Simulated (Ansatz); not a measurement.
# Gd2SO2: the cost of one run

Program: Ansatz 0.2.0. Level of theory: DFT PBEsol+U (U_eff = 5 eV on Gd f), plane waves, PAW, no spin–orbit coupling unless a run says so. These are calculated values, not measurements.

### 1 The system as given

Symmetry: P-3m1, No. 164, trigonal system. The conventional cell has a = 3.874 Å, b = 3.874 Å, c = 6.598 Å, α = 90.00°, β = 90.00°, γ = 120.00°. Around Gd (site symmetry 3m) lie 4 O at 2.31 Å and 3 S at 2.90 Å. O (site symmetry 3m) is surrounded by 4 Gd at 2.31 Å. S (site symmetry -3m) has 6 Gd at 2.90 Å in its first shell of neighbours.

Structure file:

```cif
data_structure
_symmetry_space_group_name_H-M 'P-3m1'
_symmetry_Int_Tables_number 164
_cell_length_a 3.8735
_cell_length_b 3.8735
_cell_length_c 6.5975
_cell_angle_alpha 90.000
_cell_angle_beta 90.000
_cell_angle_gamma 120.000
_cell_volume 85.73
loop_
_atom_site_label
_atom_site_type_symbol
_atom_site_symmetry_multiplicity
_atom_site_Wyckoff_symbol
_atom_site_fract_x
_atom_site_fract_y
_atom_site_fract_z
_atom_site_occupancy
Gd1 Gd 2 d 0.33333 0.66667 0.28000 1
O1 O 2 d 0.33333 0.66667 0.63000 1
S1 S 1 a 0.00000 0.00000 0.00000 1
```

Magnetic order typed: opposed in the cell.

### 2 From atoms, symmetry kept, no search

File input.yaml:

```yaml
crystal:
  lattice:
    - [3.87352254, 0.0, 0.0]
    - [-1.93676127, 3.35456892, 0.0]
    - [0.0, 0.0, 6.59754587]
  atoms:
    - { symbol: Gd, position: [0.3333333333, 0.6666666667, 0.28], spin: 7.0, spin_axis: [0.0, 0.0, 1.0] }
    - { symbol: Gd, position: [0.6666666667, 0.3333333333, 0.72], spin: 7.0, spin_axis: [0.0, 0.0, -1.0] }
    - { symbol: O, position: [0.3333333333, 0.6666666667, 0.63] }
    - { symbol: O, position: [0.6666666667, 0.3333333333, 0.37] }
    - { symbol: S, position: [0.0, 0.0, 0.0] }
basis:
  ecutwfc: 420
  ecutrho_ratio: 4
kpoints:
  mp_grid: { grid: [6, 6, 3] }
hamiltonian:
  xc: pbesol
  hubbard:
    sites: [{ site: 0, l: f, u_eff: 5.0 }, { site: 1, l: f, u_eff: 5.0 }]
scf:
  occupations: { method: gaussian, width: 0.05 }
  lower_state_search: "off"
  max_iter: 150
output:
  forces: true
  stress: true
  eigenvalues: true
  populations: true
  hubbard: { sites: [{ site: 0, l: f }, { site: 1, l: f }] }
magnetization:
  noncollinear: true
  spin_orbit: true
```

This run includes spin–orbit coupling.

On the command line:

```console
ansatz run input.yaml --threads 8 --pin off --max-ram 12288MiB --backend cpu --events-out ev --progress --plain --runs-dir out
```

Q: Estimate wall time and peak memory on 8 threads of Arm Neoverse V1, shared host.

About 29 s, with a peak of 1.6 GiB.
